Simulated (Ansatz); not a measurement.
Working through a formation energy from the elements of Al2Pt and its elements

Program: Ansatz 0.2.0 through its Python package.

Run as a notebook:

In [1]:
```python
from collections import Counter
import warnings

import ansatz
import numpy as np

FUNCTIONAL = "pbesol"
MAX_SCF = 150
CUTOFF_EV = 500
KSPACING = 0.26
OCCUPATIONS = "cold"
SMEARING_WIDTH = 0.1
```

In [2]:
```python
def ground_state(name, crystal):
    calc = crystal.calculation()
    calc = calc.functional(FUNCTIONAL).mixing("anderson")
    calc = calc.accuracy("low")
    calc = calc.scf(max_iterations=MAX_SCF)
    calc = calc.basis(CUTOFF_EV)
    calc = calc.kpoints(spacing=KSPACING)
    calc = calc.occupations(OCCUPATIONS, width=SMEARING_WIDTH).stress()
    calc = calc.relax(force_tolerance=0.01, fix_cell=["shape"])
    return calc.run(threads=1, backend="cpu")


def counts(outcome):
    return Counter(site.symbol for site in outcome.lattice.sites)
```

In [3]:
```python
def formation_energy(outcome, mu):
    n = counts(outcome)
    return (outcome.report["energy_sigma0_ev"] - sum(k * mu[element] for element, k in n.items())) / sum(n.values())
```

In [4]:
```python
def volume_per_atom(outcome):
    return abs(np.linalg.det(outcome.lattice.cell_ang)) / len(outcome.lattice.sites)
```

In [5]:
```python
warnings.simplefilter("ignore")
```

In [6]:
```python
phases = {}
al2pt = (
    ansatz.Lattice.fcc(5.91)
    .space_group(225)
    .atom("Al", [0.25, 0.75, 0.75])
    .atom("Pt", [0.0, 0.0, 0.0])
    .primitive()
)
phases["Al2Pt"] = al2pt
al = (
    ansatz.Lattice.of([0.0, 2.024805, 2.024805], [2.024805, 0.0, 2.024805], [2.024805, 2.024805, 0.0])
    .atom("Al", [0.0, 0.0, 0.0])
)
phases["Al"] = al
pt = (
    ansatz.Lattice.of([0.0, 1.9609, 1.9609], [1.9609, 0.0, 1.9609], [1.9609, 1.9609, 0.0])
    .atom("Pt", [0.0, 0.0, 0.0])
)
phases["Pt"] = pt
```

In [7]:
```python
done = {name: ground_state(name, crystal) for name, crystal in phases.items()}
```

In [8]:
```python
# chemical potentials of the elements at zero temperature
references = {"Al": "Al", "Pt": "Pt"}
mu = {element: done[name].report["energy_sigma0_ev"] / len(done[name].lattice.sites) for element, name in references.items()}

target = done["Al2Pt"]
heat = formation_energy(target, mu)
rows = [(name, len(o.lattice.sites), volume_per_atom(o), formation_energy(o, mu)) for name, o in done.items()]
print("     phase       atoms  V (A^3/atom)  E_form (eV/atom)")
for row in rows:
    print(f"{str(row[0]):>10}  {row[1]:10d}  {row[2]:12.3f}  {row[3]:16.4f}")
```
```text
     phase       atoms  V (A^3/atom)  E_form (eV/atom)
     Al2Pt           3        17.080           -0.8535
        Al           1        16.204            0.0000
        Pt           1        15.017            0.0000
```

Caveats:
- The settings weren't tested for convergence.
- For the metals among these phases the mesh is modest: differences between phases can be off by up to 40 meV an atom.
- Atoms and volume are relaxed with the cell's shape held, which in cells of lower than cubic symmetry can hide stresses and shift volumes.
- Spin-orbit coupling, which matters for elements this heavy, is left out.
- The cells come from databases of deposited and of computed structures, and not all need be stable phases.
- The compound is the structure given, not necessarily its lowest; energies are at zero temperature, with no correction for gases. A semilocal functional's error on such energies is often 0.05 to 0.1 eV an atom, and 0.1 to 0.3 eV against gases such as O2 or F2.
- Wall time of the script: 10 s on 1 thread of Arm Neoverse V2, with other jobs on the host, peak memory 0.41 GiB.
